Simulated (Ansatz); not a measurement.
# Ba: the cost of one run

Computed with Ansatz 0.2.0 (DFT PBEsol, scalar-relativistic, plane waves, PAW, unless a step's input says otherwise).

## Step 1: Starting point

The structure is hexagonal, space group P6/mmm (No. 191). The conventional cell has a = 6.996 Å, b = 6.996 Å, c = 3.909 Å, α = 90.00°, β = 90.00°, γ = 120.00°. Around Ba (site symmetry -6m2) lie 5 Ba at 3.91 to 4.04 Å.

As a file:

```xyz
2
Lattice="6.9961 0.0000 0.0000 -3.4980 6.0588 0.0000 0.0000 0.0000 3.9094" Properties=species:S:1:pos:R:3 pbc="T T T"
Ba    0.0000    4.0392    1.9547
Ba    3.4980    2.0196    1.9547
```

The structure comes from the Materials Project (structure only).

(A quick probe on a coarse mesh, which set the mesh and smearing, is not shown.)

## Step 3: Relaxing cell and atoms

The input, input.yaml:

```yaml
crystal:
  lattice:
    - [6.9960670735, 0.0, 0.0]
    - [-3.4980335368, 6.0587718122, 0.0]
    - [0.0, 0.0, 3.90939355]
  atoms:
    - { symbol: Ba, position: [0.33333333, 0.66666667, 0.5] }
    - { symbol: Ba, position: [0.66666667, 0.33333333, 0.5] }
basis:
  ecutwfc: 420
kpoints:
  mp_grid: { grid: [6, 6, 12] }
hamiltonian:
  xc: pbesol
scf:
  occupations: { method: gaussian, width: 0.1 }
output:
  forces: true
  stress: true
  eigenvalues: true
relax:
  adjacent_minimum: "off"
  f_tol: 0.005
  max_steps: 80
  cell: { stress_tol: 0.05 }
```

On the command line:

```sh
$ ansatz run input.yaml --threads 1 --pin off --max-ram 2560MiB --backend cpu --events-out ev --progress --plain --runs-dir out
```

Q: Estimate wall time and peak memory on 1 thread of Arm Neoverse V1, shared host.

About 54 s, with a peak of 0.43 GiB.
